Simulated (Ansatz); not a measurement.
# Ta3Se: the cost of one run

Program: Ansatz 0.2.0. Level of theory: DFT r2SCAN, scalar-relativistic, plane waves, PAW. These are calculated values, not measurements.

1 further run of the same task is left out (set aside as unsound or not needed).

## (1) The starting structure

Symmetry: P6_3/mmc, No. 194, hexagonal system. Conventional cell: a = 6.058 Å, b = 6.058 Å, c = 4.862 Å, α = 90.00°, β = 90.00°, γ = 120.00°. Ta (site symmetry mm2) has 4 Se at 2.99 to 3.03 Å and 8 Ta at 3.00 to 3.03 Å as nearest neighbours. Se (site symmetry -6m2) has 12 Ta at 2.99 to 3.03 Å as nearest neighbours.

As a file:

```cif
data_structure
_symmetry_space_group_name_H-M 'P 1'
_symmetry_Int_Tables_number 1
_cell_length_a 6.0575
_cell_length_b 6.0575
_cell_length_c 4.8621
_cell_angle_alpha 90.000
_cell_angle_beta 90.000
_cell_angle_gamma 120.000
_cell_volume 154.51
loop_
_atom_site_label
_atom_site_type_symbol
_atom_site_fract_x
_atom_site_fract_y
_atom_site_fract_z
_atom_site_occupancy
Ta1 Ta 0.83300 0.66600 0.25000 1
Ta2 Ta 0.16700 0.83300 0.75000 1
Ta3 Ta 0.33400 0.16700 0.25000 1
Ta4 Ta 0.16700 0.33400 0.75000 1
Ta5 Ta 0.83300 0.16700 0.25000 1
Ta6 Ta 0.66600 0.83300 0.75000 1
Se1 Se 0.33333 0.66667 0.25000 1
Se2 Se 0.66667 0.33333 0.75000 1
```

(A quick probe on a coarse mesh, which set the mesh and smearing, is not shown.)

## (3) Rough relaxation on the coarse mesh

input.yaml

```yaml
crystal:
  lattice:
    - [6.0575186223, 0.0, 0.0]
    - [-3.0287593112, 5.2459650108, 0.0]
    - [0.0, 0.0, 4.862093323]
  atoms:
    - { symbol: Ta, position: [0.833, 0.666, 0.25] }
    - { symbol: Ta, position: [0.167, 0.833, 0.75] }
    - { symbol: Ta, position: [0.334, 0.167, 0.25] }
    - { symbol: Ta, position: [0.167, 0.334, 0.75] }
    - { symbol: Ta, position: [0.833, 0.167, 0.25] }
    - { symbol: Ta, position: [0.666, 0.833, 0.75] }
    - { symbol: Se, position: [0.3333333333, 0.6666666667, 0.25] }
    - { symbol: Se, position: [0.6666666667, 0.3333333333, 0.75] }
basis:
  ecutwfc: 500
kpoints:
  mp_grid: { grid: [3, 3, 4] }
hamiltonian:
  xc: r2scan
scf:
  occupations: { method: gaussian, width: 0.1 }
  lower_state_search: "off"
output:
  forces: true
  stress: true
  eigenvalues: true
relax:
  adjacent_minimum: "off"
  f_tol: 0.04
  max_steps: 70
  cell: { stress_tol: 0.4 }
```

Launch:

```bash
ansatz run input.yaml --threads 1 --pin off --max-ram 2560MiB --backend cpu --events-out ev --progress --plain --runs-dir out
```

**Question.** How long does this run take on 1 thread of Arm Neoverse N1, shared host, and how much memory does it need?

About 2.4 min, with a peak of 0.76 GiB.
